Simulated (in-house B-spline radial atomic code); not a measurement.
**Ba⁷⁺: ionisation energy by several methods**

Wanted: one ionisation energy, Ba⁷⁺ to configuration [Kr] 4d10 5s2, up the ladder of functionals.

The numbers are computed with in-house B-spline radial atomic code version 1 (scalar-relativistic (X2C), several functionals, spin-polarised, exact exchange averaged over the configuration; spherical all-electron atom at the radial basis limit), except any that are marked as measured or tabulated.

**1. The system**

* element: barium (Z = 56)
* charge: +7
* electrons: 49
* configuration: [Kr] 4d10 5s2 5p1
* nucleus: Fermi, rms radius 4.838 fm

Outer shells as boxes (Hund's rule):

[Kr] 4d10 5s2 5p1
```
[Kr] core
4d [↑↓][↑↓][↑↓][↑↓][↑↓]
5s [↑↓]
5p [↑ ][  ][  ]
```

Where spins are not typed, each open shell is filled with up spins first.

**2. LC-ωPBE**

Settings, as recorded:

```ini
Z = 56
electrons = 49.0
configuration = [Kr] 4d10 5s2 5p1
hamiltonian = x2c
method = lc_wpbe
spin_polarised = True
nucleus = fermi
rms_radius = 4.8378
mass_number = 138
atomic_mass = 137.905247059
speed_of_light = 137.035999084
exact_exchange = averaged over the configuration
```

Started as:

```
> python run_scf.py task.json out
```

task.json lists these runs, among others, and the program works through them in turn.

**3. HSE06**

Settings: those of step 2 with these lines changed.

```diff
@@ -4,3 +4,3 @@
 hamiltonian = x2c
-method = lc_wpbe
+method = hse06
 spin_polarised = True
```

**4. B97-1**

Settings: those of step 3 with these lines changed.

```diff
@@ -4,3 +4,3 @@
 hamiltonian = x2c
-method = hse06
+method = b97_1
 spin_polarised = True
```

**5. M06-2X**

Settings: those of step 4 with these lines changed.

```diff
@@ -4,3 +4,3 @@
 hamiltonian = x2c
-method = b97_1
+method = m062x
 spin_polarised = True
```

**6. PBE0**

Settings: those of step 5 with these lines changed.

```diff
@@ -4,3 +4,3 @@
 hamiltonian = x2c
-method = m062x
+method = pbe0
 spin_polarised = True
```

**7. ωB97X**

Settings: those of step 6 with these lines changed.

```diff
@@ -4,3 +4,3 @@
 hamiltonian = x2c
-method = pbe0
+method = wb97x
 spin_polarised = True
```

The tabulated ionisation energy is 101 ± 2.1 eV (tabulated theoretical; NIST Atomic Spectra Database). What does each method give, and which comes nearest?

**Answer**, as computed:

| method | rung | total energy (hartree) | ΔSCF (eV) | −ε highest (eV) | ΔSCF less tabulated (eV) |
| --- | --- | --- | --- | --- | --- |
| B97-1 | global hybrid | -8122.9109 | 99.100 | 94.084 (5p up) | -1.900 |
| M06-2X | global hybrid | -8123.8747 | 98.890 | 96.258 (5p up) | -2.110 |
| PBE0 | global hybrid | -8122.7656 | 99.245 | 94.520 (5p up) | -1.755 |
| LC-ωPBE | range-separated hybrid | -8122.6407 | 99.453 | 97.737 (5p up) | -1.547 |
| HSE06 | range-separated hybrid | -8122.6723 | 99.306 | 94.092 (5p up) | -1.694 |
| ωB97X | range-separated hybrid | -8123.4590 | 99.188 | 96.997 (5p up) | -1.812 |

The tabulated ionisation energy is 101 ± 2.1 eV (tabulated theoretical; NIST Atomic Spectra Database). LC-ωPBE comes nearest (-1.547 eV) and M06-2X is farthest (-2.110 eV, 2.1 %). The table's own uncertainty exceeds the spread between the methods, so their order is not settled. All methods miss on the same side by much the same amount, which points to something that they share. Relativistic terms that these runs lack can be as large as the gaps between close methods, so the nearest may be so by luck. Spin-orbit coupling is left out. Open shells are averaged (over orientations, and over spins where the run is restricted), while tables refer to the lowest levels.
